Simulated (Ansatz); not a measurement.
# Pb (Pb, beta-Sn type): the cost of one run

Method: DFT BLYP, plane waves (420 eV) with PAW, scalar-relativistic; PBE-made PAW files, in Ansatz 0.2.0.

**1. The structure to begin with**

It takes space group I4_1/amd (No. 141, tetragonal). The conventional cell has a = 6.156 Å, b = 6.156 Å, c = 3.361 Å, α = 90.00°, β = 90.00°, γ = 90.00°. Pb (site symmetry -4m2) has 6 Pb at 3.19 to 3.36 Å as nearest neighbours.

Coordinates:

```cif
data_structure
_symmetry_space_group_name_H-M 'I4_1/amd:1'
_symmetry_Int_Tables_number 141
_cell_length_a 6.1562
_cell_length_b 6.1562
_cell_length_c 3.3613
_cell_angle_alpha 90.000
_cell_angle_beta 90.000
_cell_angle_gamma 90.000
_cell_volume 127.39
loop_
_atom_site_label
_atom_site_type_symbol
_atom_site_symmetry_multiplicity
_atom_site_Wyckoff_symbol
_atom_site_fract_x
_atom_site_fract_y
_atom_site_fract_z
_atom_site_occupancy
Pb1 Pb 4 a 0.00000 0.00000 0.00000 1
```

**2. Relaxing cell and atoms**

Input file input.yaml:

```yaml
crystal:
  lattice:
    - [-3.078113441, 3.078113441, 1.6806499388]
    - [3.078113441, -3.078113441, 1.6806499388]
    - [3.078113441, 3.078113441, -1.6806499388]
  atoms:
    - { symbol: Pb, position: [0.0, 0.0, 0.0] }
    - { symbol: Pb, position: [0.75, 0.25, 0.5] }
hamiltonian:
  xc: blyp
  pseudopotentials:
    kind: paw
    azcp:
      Pb: "pseudopotentials/Pb.paw.azcp"
basis:
  ecutwfc: 420
  fft_grid_basis: typed
kpoints:
  mp_grid: { grid: [11, 11, 7], shift: [0, 0, 0] }
magnetization:
  spin_polarized: false
scf:
  occupations: { method: fermi_dirac, width: 0.1 }
relax:
  max_steps: 60
  f_tol: 0.01
  cell: {}
```

What time and memory should one allow on 2 threads of Arm Neoverse V2, shared host?

About 2.4 min, with a peak of 0.55 GiB.
